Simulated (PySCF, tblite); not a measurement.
# C₈H₁₀BF: geometry, infrared bands and NMR shifts

What infrared bands and NMR shifts should C₈H₁₀BF (`CCC1=CC=CC=C(F)B1`) show?

Programs: tblite 0.8.0 and PySCF 2.14.0, with density-fitted response routines of our own. Each step states its level of theory. These are calculated values for one molecule in the gas phase, unless marked as measured. Atoms count from 0, in the outputs and in this text.

## (1) The molecule as given

20 atoms, charge 0, multiplicity 1; geometry from: force field or distance geometry start.

Bonds of the start (Å): C0–C1 1.53, C1–C2 1.50, C2–C3 1.34, C3–C4 1.47, C4–C5 1.34, C5–C6 1.48, C6–C7 1.34, C7–F8 1.35, C7–B9 1.55, B9–C2 1.58, C0–H10 1.11, C0–H11 1.11, C0–H12 1.10, C1–H13 1.12, C1–H14 1.12, C3–H15 1.09, C4–H16 1.08, C5–H17 1.08, C6–H18 1.09, B9–H19 1.19.

## (2) Relaxing the molecule with GFN2-xTB

What the job is given:

```
{"job": {"kind": "relax", "xc": "GFN2-xTB", "basis": "xTB"}, "charge": 0, "multiplicity": 1}
C      2.863400     0.039300    -0.441300
C      1.894300     0.204600     0.729300
C      0.473300     0.014900     0.304400
C     -0.050600    -1.212400     0.249200
C     -1.361600    -1.637600    -0.275600
C     -2.495700    -0.925400    -0.390100
C     -2.733700     0.483300    -0.011200
C     -1.834100     1.471800     0.048300
F     -2.284300     2.724800     0.265400
B     -0.312000     1.297900    -0.165200
H      2.632700     0.801700    -1.220900
H      2.754400    -0.975700    -0.880700
H      3.895300     0.181500    -0.083100
H      2.167300    -0.543200     1.521600
H      2.041200     1.214000     1.194500
H      0.592400    -2.040800     0.559700
H     -1.427000    -2.679400    -0.551700
H     -3.367000    -1.467500    -0.733700
H     -3.774900     0.757600     0.129200
H      0.321300     2.301200    -0.251200
```

The run is started by

```
$ OMP_NUM_THREADS=1 python probes_run.py task.json out
```

The driver reads the jobs from task.json and runs them one after another.

**Question.** This job is followed by: GFN2-xTB harmonic vibrations, gas phase; GIAO PBE0/pcSseg-1 NMR shielding, non-relativistic, gas phase. What will the session give for the following? strongest single infrared mode (GFN2-xTB); zero-point energy (GFN2-xTB); 13C shifts against TMS (PBE0/pcSseg-1); 1H shifts against TMS (PBE0/pcSseg-1, means over atoms taken as alike); 19F shifts against CFCl3 (PBE0/pcSseg-1); 11B shifts against BF3·OEt2 (PBE0/pcSseg-1); surface potential, 1st and 99th percentile.

The runs gave:

```
                                                              quantity                                                     value
                             strongest single infrared mode (GFN2-xTB)                                     2625 cm⁻¹, 138 km/mol
                                          zero-point energy (GFN2-xTB)                                             99.1 kcal/mol
                                13C shifts against TMS (PBE0/pcSseg-1)  202.8, 184.7, 154.8, 141.3, 140.1, 137.8, 44.2, 23.3 ppm
1H shifts against TMS (PBE0/pcSseg-1, means over atoms taken as alike)              8.21, 8.08, 7.66, 7.59, 6.56, 2.98, 1.30 ppm
                              19F shifts against CFCl3 (PBE0/pcSseg-1)                                                 -66.3 ppm
                           11B shifts against BF3·OEt2 (PBE0/pcSseg-1)                                                  41.9 ppm
                                 surface potential, 1st and 99th percentile                                        -1.10 V and 1.09 V
```

Relaxing lowered the energy by 0.483 eV in 131 steps; the close pair that moved most is C5–C6, from 1.478 to 1.403 Å. All 54 modes are real, so the xTB geometry is a minimum. The strongest single mode, at 2625 cm⁻¹, moves mainly H19. Unscaled tight-binding wavenumbers are off by several per cent, some by more. Its intensities can rank the bands wrongly. At PBE0/pcSseg-1: The widest tensor belongs to C2: span 318 ppm, with a paramagnetic part of -257 ppm. NICS(1)zz of -20 ppm above the planar ring from C2 marks a diatropic (aromatic) ring current. At PBE0/pcSseg-1, counted by nearest atom on the grid, the HOMO lies on C2, C7 about 17 % each; B9 15 %, the LUMO on C2, C7 about 21 % each; C4, C5 about 14 % each.
